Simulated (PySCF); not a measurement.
**CH₅BO₃, one molecule: reaction energy**

Wanted: the reaction energy for `COB(O)O`.

Computed with PySCF 2.14.0; each step states its level. No surroundings beyond the atoms listed, unless a continuum is named. Atoms count from 0, parts from 1.

## 1. Starting point

10 atoms, charge 0, multiplicity 1; geometry: GFN2-xTB.

## 2. Relaxing the molecule at PBE0-D3(BJ)/def2-SVPD

The job: settings as JSON, then the geometry in Å.

```
{"job": {"xc": "PBE0", "basis": "def2-SVPD", "d3": "d3bj", "grid": 2, "kind": "geom"}, "charge": 0, "multiplicity": 1}
O     -1.786519     1.224761    -0.066949
B     -0.831136     0.253136    -0.020875
O     -1.196407    -1.055319     0.011474
O      0.476149     0.630693    -0.005379
C      1.521851    -0.317197     0.034855
H     -1.428885     2.111169    -0.085498
H     -2.143786    -1.185416     0.000396
H      2.450951     0.238484     0.160647
H      1.383493    -1.010988     0.866302
H      1.554288    -0.889323    -0.894973
```

Started as:

```bash
$ OMP_NUM_THREADS=1 python cluster_run.py task.json out
```

The driver reads the jobs from task.json and runs them one after another.

The program printed:

```text
step   0  E = -291.28073985  max force = 0.007326
step   1  E = -291.28114170  max force = 0.002328
step   2  E = -291.28116438  max force = 0.000908
step   3  E = -291.28116598  max force = 0.000157
optimisation converged
```

Wall time 48 s (1 thread of Arm Neoverse N1, shared host); peak memory 0.58 GiB.

Relaxation path:

```
step  energy from step 0 (eV)  largest force component (eV/Å)
   0                   0.0000                          0.3767
   1                  -0.0109                          0.1197
   2                  -0.0116                          0.0467
   3                  -0.0116                          0.0081
```

Distances of close pairs at the start and the end, largest changes first:

```csv
bond,before (Å),after (Å),change (Å)
C4–H8,1.092,1.100,+0.008
C4–H9,1.092,1.100,+0.008
C4–H7,1.090,1.097,+0.007
B1–O2,1.359,1.365,+0.007
O0–H5,0.956,0.960,+0.004
O0–B1,1.363,1.367,+0.004
O2–H6,0.956,0.959,+0.003
O3–C4,1.412,1.410,-0.002
```

The next job starts from the end point, and lists it.

```
                         at the end point                value
  point group (found at 0.08 Å tolerance)                   C1
rotational constants (GHz, main isotopes)  9.457, 4.054, 2.890
                        dipole moment (D)                 0.27
```

## 3. Reaction energy: wB97M-D3(BJ)/def2-TZVPD

The job: settings as JSON, then the geometry in Å.

```
{"job": {"kind": "react", "xc": "wB97M-D3(BJ)", "basis": "def2-TZVPD"}, "charge": 0, "multiplicity": 1}
-1 BH3O3 charge 0 multiplicity 1
O      1.319490    -0.357400    -0.046720
B      0.004140     0.006220     0.003480
O     -0.348030     1.229600     0.497800
O     -0.959130    -0.853810    -0.440790
H      1.448990    -1.235900    -0.411740
H      0.408890     1.748620     0.779700
H     -1.845650    -0.494900    -0.357040

-1 CH4O charge 0 multiplicity 1
C     -0.337100     0.035870    -0.000820
O      0.924960    -0.233630    -0.556560
H     -1.084530    -0.169910    -0.777960
H     -0.561210    -0.608900     0.867050
H     -0.445380     1.091140     0.305490
H      1.607120    -0.064820     0.096850

+1 CH5BO3 charge 0 multiplicity 1
O     -1.797580     1.248400    -0.075150
B     -0.822650     0.291260    -0.019750
O     -1.167140    -1.030020    -0.011320
O      0.486260     0.658770     0.027970
C      1.507030    -0.311980     0.081670
H     -1.441430     2.139940    -0.074080
H     -2.116710    -1.163320    -0.045410
H      2.463140     0.211650     0.202550
H      1.361330    -0.998210     0.928950
H      1.537370    -0.906270    -0.843900

+1 H2O charge 0 multiplicity 1
O     -0.004930     0.389340    -0.005040
H      0.765320    -0.184980     0.002390
H     -0.760360    -0.204320     0.002630
```

Level: wB97M-D3(BJ)/def2-TZVPD reaction energy of separated species, gas phase.

The program printed:

```text
species 1 (BH3O3)
coarse grid: 28136 points
cycle   1  E = -252.5001516570  dE =  6.194e-01  |g| = 9.498e-01  |ddm| = 1.994e+00
cycle   2  E = -252.5253073759  dE = -2.516e-02  |g| = 9.543e-01  |ddm| = 1.432e+00
cycle   3  E = -252.6649720027  dE = -1.397e-01  |g| = 3.839e-02  |ddm| = 6.671e-01
cycle   4  E = -252.6653759701  dE = -4.040e-04  |g| = 9.405e-03  |ddm| = 5.978e-02
cycle   5  E = -252.6654094062  dE = -3.344e-05  |g| = 1.189e-03  |ddm| = 1.807e-02
cycle   6  E = -252.6654103493  dE = -9.431e-07  |g| = 2.142e-04  |ddm| = 3.119e-03
final grid: 60952 points
cycle   7  E = -252.6653987946  dE = -5.363e-08  |g| = 1.097e-04  |ddm| = 3.422e-03
cycle   8  E = -252.6653987992  dE = -4.594e-09  |g| = 5.378e-05  |ddm| = 4.258e-04
cycle   9  E = -252.6653988000  dE = -7.668e-10  |g| = 1.882e-05  |ddm| = 9.075e-05
converged SCF energy = -252.6653988000

species 2 (CH4O)
coarse grid: 20248 points
cycle   1  E = -115.7313999579  dE =  7.123e-02  |g| = 5.636e-01  |ddm| = 1.531e+00
cycle   2  E = -115.7261993891  dE =  5.201e-03  |g| = 6.290e-01  |ddm| = 6.636e-01
cycle   3  E = -115.7900770748  dE = -6.388e-02  |g| = 2.853e-02  |ddm| = 2.810e-01
cycle   4  E = -115.7902352962  dE = -1.582e-04  |g| = 6.697e-03  |ddm| = 3.249e-02
cycle   5  E = -115.7902479084  dE = -1.261e-05  |g| = 1.490e-03  |ddm| = 1.016e-02
cycle   6  E = -115.7902485141  dE = -6.057e-07  |g| = 5.702e-04  |ddm| = 2.211e-03
final grid: 43904 points
cycle   7  E = -115.7902250665  dE = -7.244e-08  |g| = 4.638e-04  |ddm| = 2.221e-03
cycle   8  E = -115.7902250895  dE = -2.301e-08  |g| = 3.443e-04  |ddm| = 5.792e-04
cycle   9  E = -115.7902251153  dE = -2.582e-08  |g| = 1.440e-05  |ddm| = 2.026e-04
cycle  10  E = -115.7902251154  dE = -9.010e-11  |g| = 1.262e-05  |ddm| = 4.829e-05
converged SCF energy = -115.7902251154

species 3 (CH5BO3)
coarse grid: 38264 points
cycle   1  E = -291.8170067580  dE =  7.854e-01  |g| = 9.412e-01  |ddm| = 2.478e+00
cycle   2  E = -291.8371129937  dE = -2.011e-02  |g| = 9.597e-01  |ddm| = 1.520e+00
cycle   3  E = -291.9793231146  dE = -1.422e-01  |g| = 4.034e-02  |ddm| = 6.917e-01
cycle   4  E = -291.9797552459  dE = -4.321e-04  |g| = 1.457e-02  |ddm| = 7.554e-02
cycle   5  E = -291.9797941703  dE = -3.892e-05  |g| = 9.932e-03  |ddm| = 2.151e-02
cycle   6  E = -291.9798108604  dE = -1.669e-05  |g| = 1.136e-03  |ddm| = 7.109e-03
cycle   7  E = -291.9798113440  dE = -4.836e-07  |g| = 2.974e-04  |ddm| = 2.609e-03
final grid: 82904 points
cycle   8  E = -291.9797324171  dE = -7.021e-08  |g| = 2.419e-04  |ddm| = 9.203e-03
cycle   9  E = -291.9797324260  dE = -8.879e-09  |g| = 1.647e-04  |ddm| = 1.058e-03
cycle  10  E = -291.9797324318  dE = -5.754e-09  |g| = 1.973e-05  |ddm| = 1.932e-04
cycle  11  E = -291.9797324319  dE = -1.484e-10  |g| = 1.152e-05  |ddm| = 8.222e-05
converged SCF energy = -291.9797324319

species 4 (H2O)
coarse grid: 10128 points
cycle   1  E = -76.4117498037  dE = -7.454e-02  |g| = 5.872e-01  |ddm| = 8.994e-01
cycle   2  E = -76.4087421563  dE =  3.008e-03  |g| = 6.461e-01  |ddm| = 5.038e-01
cycle   3  E = -76.4759334759  dE = -6.719e-02  |g| = 2.731e-02  |ddm| = 2.374e-01
cycle   4  E = -76.4760586796  dE = -1.252e-04  |g| = 5.497e-03  |ddm| = 1.609e-02
cycle   5  E = -76.4760673565  dE = -8.677e-06  |g| = 8.214e-04  |ddm| = 5.831e-03
final grid: 21952 points
cycle   6  E = -76.4760630139  dE = -1.975e-07  |g| = 5.844e-04  |ddm| = 1.373e-03
cycle   7  E = -76.4760630208  dE = -6.838e-09  |g| = 6.467e-04  |ddm| = 6.470e-04
cycle   8  E = -76.4760630844  dE = -6.366e-08  |g| = 3.199e-05  |ddm| = 2.236e-04
cycle   9  E = -76.4760630853  dE = -8.229e-10  |g| = 4.132e-06  |ddm| = 1.105e-04
converged SCF energy = -76.4760630853

Reaction energy = -0.620 kcal/mol
```

Run time: 48 s. Hardware: 1 thread of Arm Neoverse N1, shared host; peak memory 0.81 GiB.

Species by species (with the dispersion term, which the log's SCF energies lack):

| ν | species | energy (Eh) | HOMO (eV) |
| --- | --- | --- | --- |
| -1 | OB(O)O | -252.67036 | -11.96 |
| -1 | CO | -115.79380 | -10.52 |
| +1 | COB(O)O | -291.98833 | -10.95 |
| +1 | O | -76.47682 | -11.72 |

## 4. Reaction energy: PBE0-D3(BJ)/def2-TZVPD

The job, as its differences from that of step 3:

```diff
@@ -1,2 +1,2 @@
-{"job": {"kind": "react", "xc": "wB97M-D3(BJ)", "basis": "def2-TZVPD"}, "charge": 0, "multiplicity": 1}
+{"job": {"kind": "react", "xc": "PBE0", "basis": "def2-TZVPD", "disp": "d3bj"}, "charge": 0, "multiplicity": 1}
 -1 BH3O3 charge 0 multiplicity 1
```

With the program's defaults for keys left out, this is: PBE0-D3(BJ)/def2-TZVPD reaction energy of separated species, gas phase.

The program printed:

```text
species 1 (BH3O3)
coarse grid: 6208 points
cycle   1  E = -252.1580260712  dE =  6.008e-01  |g| = 1.017e+00  |ddm| = 2.025e+00
cycle   2  E = -251.9943741164  dE =  1.637e-01  |g| = 1.415e+00  |ddm| = 1.971e+00
cycle   3  E = -252.3362740968  dE = -3.419e-01  |g| = 3.880e-02  |ddm| = 1.254e+00
cycle   4  E = -252.3365297855  dE = -2.557e-04  |g| = 1.018e-02  |ddm| = 4.336e-02
cycle   5  E = -252.3365486542  dE = -1.887e-05  |g| = 2.829e-03  |ddm| = 9.130e-03
cycle   6  E = -252.3365503348  dE = -1.681e-06  |g| = 3.767e-04  |ddm| = 2.727e-03
final grid: 60952 points
cycle   7  E = -252.3339220569  dE = -6.662e-05  |g| = 5.437e-03  |ddm| = 8.881e-02
cycle   8  E = -252.3339188892  dE =  3.168e-06  |g| = 6.894e-03  |ddm| = 6.619e-03
cycle   9  E = -252.3339264996  dE = -7.610e-06  |g| = 3.942e-04  |ddm| = 4.488e-03
cycle  10  E = -252.3339265235  dE = -2.388e-08  |g| = 1.416e-04  |ddm| = 3.700e-04
cycle  11  E = -252.3339265277  dE = -4.261e-09  |g| = 1.861e-05  |ddm| = 1.213e-04
cycle  12  E = -252.3339265278  dE = -2.012e-11  |g| = 1.489e-05  |ddm| = 1.982e-05
converged SCF energy = -252.3339265278

species 2 (CH4O)
coarse grid: 4656 points
cycle   1  E = -115.5792611783  dE =  6.202e-02  |g| = 5.865e-01  |ddm| = 1.553e+00
cycle   2  E = -115.4913316154  dE =  8.793e-02  |g| = 9.145e-01  |ddm| = 8.407e-01
cycle   3  E = -115.6418395691  dE = -1.505e-01  |g| = 4.543e-02  |ddm| = 4.746e-01
cycle   4  E = -115.6421675435  dE = -3.280e-04  |g| = 1.802e-02  |ddm| = 3.339e-02
cycle   5  E = -115.6422369752  dE = -6.943e-05  |g| = 4.971e-03  |ddm| = 1.213e-02
cycle   6  E = -115.6422422667  dE = -5.291e-06  |g| = 3.241e-04  |ddm| = 3.589e-03
final grid: 43904 points
cycle   7  E = -115.6393354334  dE = -2.509e-05  |g| = 6.881e-03  |ddm| = 5.499e-02
cycle   8  E = -115.6393286818  dE =  6.752e-06  |g| = 9.226e-03  |ddm| = 7.300e-03
cycle   9  E = -115.6393441740  dE = -1.549e-05  |g| = 8.497e-04  |ddm| = 4.268e-03
cycle  10  E = -115.6393443095  dE = -1.355e-07  |g| = 1.487e-04  |ddm| = 5.497e-04
cycle  11  E = -115.6393443142  dE = -4.719e-09  |g| = 1.615e-05  |ddm| = 9.115e-05
cycle  12  E = -115.6393443143  dE = -4.559e-11  |g| = 2.288e-06  |ddm| = 1.467e-05
converged SCF energy = -115.6393443143

species 3 (CH5BO3)
coarse grid: 8536 points
cycle   1  E = -291.4299730600  dE =  6.830e-01  |g| = 9.810e-01  |ddm| = 2.495e+00
cycle   2  E = -291.2699223321  dE =  1.601e-01  |g| = 1.379e+00  |ddm| = 1.875e+00
cycle   3  E = -291.5963382812  dE = -3.264e-01  |g| = 4.818e-02  |ddm| = 1.154e+00
cycle   4  E = -291.5966737745  dE = -3.355e-04  |g| = 2.236e-02  |ddm| = 5.500e-02
cycle   5  E = -291.5967533711  dE = -7.960e-05  |g| = 9.469e-03  |ddm| = 1.931e-02
cycle   6  E = -291.5967673336  dE = -1.396e-05  |g| = 2.043e-03  |ddm| = 7.202e-03
cycle   7  E = -291.5967681632  dE = -8.296e-07  |g| = 4.420e-04  |ddm| = 1.860e-03
final grid: 82904 points
cycle   8  E = -291.5922832762  dE = -7.751e-05  |g| = 8.711e-03  |ddm| = 1.658e-01
cycle   9  E = -291.5922737302  dE =  9.546e-06  |g| = 1.147e-02  |ddm| = 1.227e-02
cycle  10  E = -291.5922963105  dE = -2.258e-05  |g| = 8.839e-04  |ddm| = 6.713e-03
cycle  11  E = -291.5922964443  dE = -1.338e-07  |g| = 3.326e-04  |ddm| = 8.856e-04
cycle  12  E = -291.5922964641  dE = -1.978e-08  |g| = 1.053e-04  |ddm| = 2.667e-04
cycle  13  E = -291.5922964659  dE = -1.869e-09  |g| = 1.842e-05  |ddm| = 8.213e-05
cycle  14  E = -291.5922964660  dE = -5.844e-11  |g| = 4.338e-06  |ddm| = 1.586e-05
converged SCF energy = -291.5922964660

species 4 (H2O)
coarse grid: 2328 points
cycle   1  E = -76.3044280770  dE = -5.305e-03  |g| = 6.571e-01  |ddm| = 9.011e-01
cycle   2  E = -76.1882056338  dE =  1.162e-01  |g| = 1.036e+00  |ddm| = 7.256e-01
cycle   3  E = -76.3820283042  dE = -1.938e-01  |g| = 3.132e-02  |ddm| = 4.396e-01
cycle   4  E = -76.3822106136  dE = -1.823e-04  |g| = 5.864e-03  |ddm| = 1.606e-02
cycle   5  E = -76.3822157527  dE = -5.139e-06  |g| = 7.850e-04  |ddm| = 2.507e-03
final grid: 21952 points
cycle   6  E = -76.3808944200  dE = -1.510e-05  |g| = 3.447e-03  |ddm| = 9.279e-03
cycle   7  E = -76.3808924557  dE =  1.964e-06  |g| = 4.751e-03  |ddm| = 3.318e-03
cycle   8  E = -76.3808961692  dE = -3.714e-06  |g| = 2.517e-04  |ddm| = 1.964e-03
cycle   9  E = -76.3808961798  dE = -1.061e-08  |g| = 2.395e-05  |ddm| = 1.100e-04
cycle  10  E = -76.3808961799  dE = -1.118e-10  |g| = 3.293e-06  |ddm| = 1.512e-05
converged SCF energy = -76.3808961799

Reaction energy = -0.434 kcal/mol
```

Run time: 26 s. Hardware: 1 thread of Arm Neoverse N1, shared host; peak memory 0.64 GiB.

Reaction energy at this level: -0.43 kcal/mol.

## 5. Comparing the runs

Energies in kcal/mol, with wall time:

```csv
run,reaction,time
wB97M-D3(BJ)/def2-TZVPD,-0.62,48 s
PBE0-D3(BJ)/def2-TZVPD,-0.43,26 s
```

## 6. Summary of results

| quantity | value |
| --- | --- |
| point group | C1 |
| rotational constants (main isotopes) | 9.46, 4.05, 2.89 GHz |
| reaction energy (wB97M-D3(BJ)/def2-TZVPD) | -0.62 kcal/mol |
| ΔH, ΔG at 298 K (xTB thermal terms) | -1.9, -0.9 kcal/mol |
| range of the reaction energy over the runs | -0.62 to -0.43 kcal/mol |

In words: Over 3 steps the energy fell by 0.012 eV; of the bonded pairs, C4–H8 (with another pair as far) changed most, 1.092 to 1.100 Å. The reaction is exothermic by 1.9 kcal/mol in the gas phase; dispersion gives -0.51, and xTB itself gave 1.38 for the electronic energy (xTB energies and thermal terms come from the earlier relaxation of each species, not shown). No barrier was sought. The reaction energy runs from -0.62 (wB97M-D3(BJ)/def2-TZVPD) to -0.43 kcal/mol (PBE0-D3(BJ)/def2-TZVPD).
